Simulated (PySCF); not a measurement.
# RuO₃: triplet, from a side-on plus terminal start

Aim: relax RuO₃ as a triplet from a side-on plus terminal start, check by its vibrations whether the end is a minimum, and collect its spectrum and constants.

Method: PBE0, basis Ru def2-SVP with ECP28, O def2-SVP, scalar-relativistic core potentials, no spin–orbit coupling, density fitting; program: PySCF 2.14.0.

### Step 1. The system as given

4 atoms, charge 0, spin multiplicity 3.

Bond lengths: Ru1–O2 1.936 Å, Ru1–O3 1.936 Å, Ru1–O4 1.801 Å, O2–O3 1.440 Å. Angles: O2–Ru1–O3 43.7°, O2–Ru1–O4 158.2°, O3–Ru1–O4 158.2°, Ru1–O2–O3 68.2°, Ru1–O3–O2 68.2°.

Coordinates in bohr (charge 0 multiplicity 3):
```
Ru    0.0000    0.0000    0.0000
O     1.3606    0.0000    3.3970
O    -1.3606    0.0000    3.3970
O     0.0000    0.0000   -3.4032
```

### Step 2. First SCF at the start

The steps below are one call of a driver around PySCF. For each, scf.py gives the equivalent set-up of the SCF; relaxations use the driver's own optimiser. After this first run the driver tries any further starts and a stability analysis.

Input file scf.py:

```python
from pyscf import gto, scf, dft
mol = gto.M(atom='''
Ru     0.000000     0.000000     0.000000
O      0.720000     0.000000     1.797600
O     -0.720000     0.000000     1.797600
O      0.000000     0.000000    -1.800900''',
    basis={'Ru': 'def2-SVP', 'O': 'def2-SVP'},
    ecp={'Ru': 'def2-SVP'},
    charge=0, spin=2)
mf = dft.UKS(mol, xc='PBE0')
mf.grids.atom_grid = (50, 194)
aux = {'Ru': 'def2-universal-JKFIT', 'O': 'def2-universal-JKFIT'}
mf = mf.density_fit(auxbasis=aux)
mf.conv_tol = 1e-08
mf.diis_space = 10
mf.max_cycle = 60
mf.init_guess = 'minao'
mf.verbose = 4
mf.kernel()
```

Launch:

```
OMP_NUM_THREADS=2 python axn.py task.json out
```

Output:

```text
init E= -310.725252060778
[... the frontier-level lines of each cycle are left out ...]
cycle= 1 E= -319.71017323781  delta_E= -8.98  |g|= 0.688  |ddm|= 2.31
cycle= 2 E= -314.646454168059  delta_E= 5.06  |g|= 2.94  |ddm|= 2.94
cycle= 3 E= -319.796437614254  delta_E= -5.15  |g|= 0.563  |ddm|= 2.66
cycle= 4 E= -319.650816358429  delta_E= 0.146  |g|= 0.86  |ddm|= 0.93
cycle= 5 E= -319.941781316643  delta_E= -0.291  |g|= 0.119  |ddm|= 0.568
cycle= 6 E= -319.946234717442  delta_E= -0.00445  |g|= 0.0597  |ddm|= 0.0647
cycle= 7 E= -319.947980435802  delta_E= -0.00175  |g|= 0.0122  |ddm|= 0.0562
cycle= 8 E= -319.948078552191  delta_E= -9.81e-05  |g|= 0.00731  |ddm|= 0.0162
cycle= 9 E= -319.94813435067  delta_E= -5.58e-05  |g|= 0.00438  |ddm|= 0.0146
cycle= 10 E= -319.948183255292  delta_E= -4.89e-05  |g|= 0.00194  |ddm|= 0.0262
cycle= 11 E= -319.948191109321  delta_E= -7.85e-06  |g|= 0.000732  |ddm|= 0.0102
cycle= 12 E= -319.948193715473  delta_E= -2.61e-06  |g|= 0.000503  |ddm|= 0.00538
cycle= 13 E= -319.948195516038  delta_E= -1.8e-06  |g|= 0.000435  |ddm|= 0.00375
cycle= 14 E= -319.948195966913  delta_E= -4.51e-07  |g|= 0.000404  |ddm|= 0.000931
cycle= 15 E= -319.948192465219  delta_E= 3.5e-06  |g|= 0.000457  |ddm|= 0.00794
cycle= 16 E= -319.948184330932  delta_E= 8.13e-06  |g|= 0.00047  |ddm|= 0.0259
cycle= 17 E= -319.948182204059  delta_E= 2.13e-06  |g|= 0.000188  |ddm|= 0.0161
cycle= 18 E= -319.948181888792  delta_E= 3.15e-07  |g|= 0.000106  |ddm|= 0.00648
cycle= 19 E= -319.948181869246  delta_E= 1.95e-08  |g|= 0.000117  |ddm|= 0.00349
cycle= 20 E= -319.948181877445  delta_E= -8.2e-09  |g|= 2.67e-05  |ddm|= 0.000139
Extra cycle  E= -319.948181879373  delta_E= -1.93e-09  |g|= 4.62e-05  |ddm|= 0.000105
converged SCF energy = -319.948181879373  <S^2> = 2.016329  2S+1 = 3.0108663
```

This step, with its further starts and checks, needed 12 s of wall time on 2 threads of Intel Xeon Platinum 8375C at 2.90GHz (Ice Lake), shared host.

The starts that the driver tried:

```
                      start  energy (Eh)
    the minimal-basis guess  -319.948182
a thermally smeared density  -319.957582
      a smeared PBE density  -319.957582
```

This is not the lowest solution: one lies 24.7 kJ/mol lower, at -319.95758 Eh, and the relaxation starts from that.

### Step 3. Relaxation: side-on plus terminal start, triplet

The program finds C2v symmetry in the start, which this walk keeps. Threshold on the gradient: 0.0003 Eh/bohr, with a further test on the energy change.

scf.py: that of step 2 with these lines changed.

```diff
@@ -3,4 +3,4 @@
-Ru     0.000000     0.000000     0.000000
-O      0.720000     0.000000     1.797600
-O     -0.720000     0.000000     1.797600
-O      0.000000     0.000000    -1.800900''',
+Ru     0.000000     0.000000    -0.191473
+O      0.720000     0.000000     1.606127
+O     -0.720000     0.000000     1.606127
+O      0.000000     0.000000    -1.992373''',
@@ -17 +16,0 @@
-mf.init_guess = 'minao'
```

Steps of the walk:

```
step  energy (Eh)  change (kJ/mol)  largest symmetric gradient (Eh/bohr)
   0  -319.957582             0.00                               0.07517
   1  -319.975205           -46.27                               0.02994
   2  -319.975934           -48.18                               0.01409
   3  -319.976108           -48.64                               0.00171
   4  -319.976129           -48.70                               0.00075
   5  -319.976132           -48.70                               0.00002
```

The walk took 14 s.

Geometry (Å) and forces (eV/Å) at some steps:

```
step 0
Ru   0.000   0.000  -0.191   0.000   0.000  -1.989
O    0.720   0.000   1.606  -2.157   0.000  -0.938
O   -0.720   0.000   1.606   2.157   0.000  -0.938
O    0.000   0.000  -1.992   0.000   0.000   3.865
step 1
Ru   0.000   0.000  -0.208   0.000   0.000  -1.540
O    0.682   0.000   1.562  -0.141   0.000   0.099
O   -0.682   0.000   1.562   0.141   0.000   0.100
O    0.000   0.000  -1.888   0.000   0.000   1.341
step 3
Ru   0.000   0.000  -0.223   0.000   0.000  -0.088
O    0.676   0.000   1.560  -0.008   0.000   0.083
O   -0.676   0.000   1.560   0.008   0.000   0.083
O    0.000   0.000  -1.870   0.000   0.000  -0.077
step 5
Ru   0.000   0.000  -0.226   0.000   0.000  -0.001
O    0.675   0.000   1.564  -0.001   0.000   0.000
O   -0.675   0.000   1.564   0.001   0.000   0.001
O    0.000   0.000  -1.874   0.000   0.000   0.000
```

End point (C2v, 5 steps, 48.7 kJ/mol gained): O–O 1.350 Å, Ru–O 1.648 Å, Ru–O 1.913 Å (×2); O–O–Ru 69.3° (×2), O–Ru–O 41.3°, O–Ru–O 159.3° (×2).

### Step 4. Hessian and properties

On the finer grid the gradient is checked again; gradients at displacements of ±0.02 bohr then give force constants and infrared intensities.

scf.py: that of step 3 with these lines changed.

```diff
@@ -3,4 +3,4 @@
-Ru     0.000000     0.000000    -0.191473
-O      0.720000     0.000000     1.606127
-O     -0.720000     0.000000     1.606127
-O      0.000000     0.000000    -1.992373''',
+Ru     0.000000     0.000000    -0.206301
+O      0.674754     0.000000     1.584121
+O     -0.674754     0.000000     1.584121
+O      0.000000     0.000000    -1.854144''',
@@ -11 +11 @@
-mf.grids.atom_grid = (50, 194)
+mf.grids.atom_grid = (75, 302)
@@ -14 +14 @@
-mf.conv_tol = 1e-08
+mf.conv_tol = 1e-10
```

This SCF starts from the last density.

SCF at the final geometry:

```text
init E= -319.976194569936
[... the frontier-level lines of each cycle are left out ...]
cycle= 1 E= -319.976194569245  delta_E= 6.91e-10  |g|= 4.33e-05  |ddm|= 4.13e-05
cycle= 2 E= -319.976194560069  delta_E= 9.18e-09  |g|= 0.000152  |ddm|= 0.000143
cycle= 3 E= -319.976194569851  delta_E= -9.78e-09  |g|= 2.11e-05  |ddm|= 0.00012
cycle= 4 E= -319.976194570023  delta_E= -1.72e-10  |g|= 2.27e-06  |ddm|= 1.29e-05
cycle= 5 E= -319.976194570025  delta_E= -1.59e-12  |g|= 1.44e-06  |ddm|= 1.27e-06
Extra cycle  E= -319.97619457002  delta_E= 4.77e-12  |g|= 4.17e-06  |ddm|= 4.44e-06
converged SCF energy = -319.97619457002  <S^2> = 2.0229424  2S+1 = 3.0152562
```

The whole step took 52 s.

Geometry: C2v; O–O 1.350 Å, Ru–O 1.648 Å, Ru–O 1.913 Å (×2); O–O–Ru 69.4° (×2), O–Ru–O 41.3°, O–Ru–O 159.4° (×2).

Harmonic modes (main isotopes):

```
symmetry  ω (cm⁻¹)  IR (km/mol)
      b1      243i          0.7
      b2       167          2.7
      a1       459         12.6
      b2       513          5.2
      a1       983          4.5
      a1      1087          241
```

With 1 mode imaginary (up to 243i cm⁻¹) this point is a saddle.

Properties at this point:

```
Dipole moment                                                   : 0.14 D
Highest occupied level                                          : -7.33 eV
Lowest empty level                                              : -4.32 eV
Rotational constants                                            : 1.157, 0.1208, 0.1093 cm⁻¹
Zero-point energy (real modes)                                  : 19.2 kJ/mol
Principal polarisabilities                                      : 29.9, 29.9, 65.1 bohr³
Atomisation energy without zero-point energy                    : 1132 kJ/mol
Principal traceless quadrupole moments about the centre of mass : -7.58, 3.14, 4.44 D Å
Spin squared ⟨S²⟩                                               : 2.023
```

Charges (e) and bond orders:

```csv
atom,Mulliken,Löwdin,polar tensor,spin (Mulliken),Mayer order to Ru1
Ru1,0.80,0.08,0.48,1.40,–
"O2,3",-0.21,-0.02,-0.06,0.30,0.93
O4,-0.37,-0.04,-0.36,0.00,2.08
```

Mulliken populations on Ru1 (outside its core potential): s 2.54, p 6.28, d 6.35, f 0.03.

### Step 5. Leaving the saddle point

The start is the last point, displaced along its most imaginary mode.

The program finds Cs symmetry in the start, which this walk keeps. Threshold on the gradient: 0.0003 Eh/bohr, with a further test on the energy change.

scf.py: that of step 4 with these lines changed.

```diff
@@ -3,4 +3,4 @@
-Ru     0.000000     0.000000    -0.206301
-O      0.674754     0.000000     1.584121
-O     -0.674754     0.000000     1.584121
-O      0.000000     0.000000    -1.854144''',
+Ru     0.000000     0.036170    -0.206274
+O      0.674754    -0.055222     1.584149
+O     -0.674754    -0.055222     1.584149
+O     -0.000000    -0.120000    -1.854116''',
@@ -11 +11 @@
-mf.grids.atom_grid = (75, 302)
+mf.grids.atom_grid = (50, 194)
@@ -14 +14 @@
-mf.conv_tol = 1e-10
+mf.conv_tol = 1e-08
```

Steps of the walk:

```
step  energy (Eh)  change (kJ/mol)  largest symmetric gradient (Eh/bohr)
   0  -319.977435             0.00                               0.01118
   1  -319.980176            -7.20                               0.01507
   2  -319.980969            -9.28                               0.01622
   3  -319.981739           -11.30                               0.02740
   4  -319.982306           -12.79                               0.00585
   5  -319.982419           -13.09                               0.00171
   6  -319.982424           -13.10                               0.00044
   7  -319.982424           -13.10                               0.00003
```

The walk took 18 s.

It settles in Cs symmetry, 13.1 kJ/mol below the start, after 7 steps: O–O 1.374 Å, Ru–O 1.639 Å, Ru–O 1.893 Å (×2); O–O–Ru 68.7° (×2), O–Ru–O 42.5°, O–Ru–O 140.7° (×2).

### Step 6. Frequencies

As before: finer grid, then central differences.

scf.py: that of step 5 with these lines changed.

```diff
@@ -3,4 +3,4 @@
-Ru     0.000000     0.036170    -0.206274
-O      0.674754    -0.055222     1.584149
-O     -0.674754    -0.055222     1.584149
-O     -0.000000    -0.120000    -1.854116''',
+Ru    -0.000000     0.150182    -0.201324
+O      0.686852    -0.272799     1.511744
+O     -0.686852    -0.272799     1.511744
+O     -0.000000    -0.411191    -1.740926''',
@@ -11 +11 @@
-mf.grids.atom_grid = (50, 194)
+mf.grids.atom_grid = (75, 302)
@@ -14 +14 @@
-mf.conv_tol = 1e-08
+mf.conv_tol = 1e-10
```

SCF at the final geometry:

```text
init E= -319.982370598221
[... the frontier-level lines of each cycle are left out ...]
cycle= 1 E= -319.982370597938  delta_E= 2.82e-10  |g|= 2.7e-05  |ddm|= 2.61e-05
cycle= 2 E= -319.982370594526  delta_E= 3.41e-09  |g|= 9.22e-05  |ddm|= 8.9e-05
cycle= 3 E= -319.982370598233  delta_E= -3.71e-09  |g|= 7.42e-06  |ddm|= 7.09e-05
cycle= 4 E= -319.982370598255  delta_E= -2.21e-11  |g|= 4.15e-07  |ddm|= 4.88e-06
Extra cycle  E= -319.982370598254  delta_E= 1.82e-12  |g|= 3.39e-07  |ddm|= 1.85e-06
converged SCF energy = -319.982370598254  <S^2> = 2.012025  2S+1 = 3.008006
```

The whole step needed 55 s of wall time on 2 threads of Intel Xeon Platinum 8375C at 2.90GHz (Ice Lake), shared host.

Geometry: Cs; O–O 1.374 Å, Ru–O 1.639 Å, Ru–O 1.893 Å (×2); O–O–Ru 68.7° (×2), O–Ru–O 42.5°, O–Ru–O 140.7° (×2).

Modes, for the most abundant isotopes:

| symmetry | ω (cm⁻¹) | IR (km/mol) | μ (u) |
| --- | --- | --- | --- |
| a' | 155 | 19.8 | 20.11 |
| a'' | 261 | 2.7 | 17.88 |
| a'' | 522 | 6.4 | 17.03 |
| a' | 553 | 0.0 | 19.26 |
| a' | 1018 | 46.5 | 16.37 |
| a' | 1053 | 234 | 17.81 |

No imaginary mode, so this is a minimum.

Constants and moments:

| Property | Result |
| --- | --- |
| Dipole moment | 1.60 D |
| Highest occupied level | -7.56 eV |
| Lowest empty level | -4.04 eV |
| Rotational constants | 0.7567, 0.1267, 0.1196 cm⁻¹ |
| Zero-point energy | 21.3 kJ/mol |
| Principal polarisabilities | 29.0, 29.2, 59.3 bohr³ |
| Atomisation energy without zero-point energy | 1148 kJ/mol |
| Principal traceless quadrupole moments about the centre of mass | -7.09, 3.09, 4.00 D Å |
| Entropy at 298.15 K and 1 bar (electronic part: spin only) | 306.1 J/(mol K) |
| Heat capacity Cp at 298.15 K | 61.1 J/(mol K) |
| Enthalpy at 298.15 K above 0 K | 14.03 kJ/mol |
| Rotational symmetry number | 1 |
| Spin squared ⟨S²⟩ | 2.012 |

Populations by atom (charges in e):

```json
{"atom": "Ru1", "Mulliken": "0.83", "Löwdin": "0.14", "polar tensor": "1.05", "spin (Mulliken)": "1.45", "Mayer order to Ru1": "–"}
{"atom": "O2,3", "Mulliken": "-0.23", "Löwdin": "-0.04", "polar tensor": "-0.21", "spin (Mulliken)": "0.18", "Mayer order to Ru1": "0.96"}
{"atom": "O4", "Mulliken": "-0.36", "Löwdin": "-0.05", "polar tensor": "-0.63", "spin (Mulliken)": "0.18", "Mayer order to Ru1": "2.07"}
```

Mulliken populations on Ru1 (outside its core potential): s 2.43, p 6.32, d 6.39, f 0.03.

### Step 7. All stationary points

| spin | group | bonds | imaginary modes (cm⁻¹) | ΔE (kJ/mol) | with zero-point energy |
| --- | --- | --- | --- | --- | --- |
| triplet | Cs | O–O 1.374 Å, Ru–O 1.639 Å, Ru–O 1.893 Å (×2) | none | 0.0 | 0.0 |
| triplet | C2v | O–O 1.350 Å, Ru–O 1.648 Å, Ru–O 1.913 Å (×2) | 243i | 16.2 | – |

### Step 8. Results

| quantity | value |
| --- | --- |
| minimum | triplet, Cs |
| geometry | O–O 1.374 Å, Ru–O 1.639 Å, Ru–O 1.893 Å (×2); O–O–Ru 68.7° (×2), O–Ru–O 42.5°, O–Ru–O 140.7° (×2) |
| wavenumbers (cm⁻¹) | 155 (a'), 261 (a''), 522 (a''), 553 (a'), 1018 (a'), 1053 (a') |
| dipole moment | 1.60 D |
| highest occupied, lowest empty level (either spin) | -7.56, -4.04 eV |
| polar-tensor charge of Ru1 | +1.05 e |
| zero-point energy | 21.3 kJ/mol |
| entropy at 298.15 K | 306.1 J/(mol K) |
| atomisation energy (no zero-point energy) | 1148 kJ/mol |
| ⟨S²⟩ | 2.012 |

The side-on plus terminal start (C2v) ends in a minimum of Cs symmetry, after a stop at a saddle point 16.2 kJ/mol higher, from which it was pushed off along an imaginary mode. In the infrared the band at 1053 cm⁻¹ (a') leads. Most of the spin sits on Ru1 (Mulliken spin 1.45, against 2 for the whole molecule). The first SCF alone would have been 25 kJ/mol too high. Only this shape and spin were tried, so other structures or states may lie lower. One determinant may miss the lowest occupation of an open d or f shell.

The search up to here took 2.5 min.
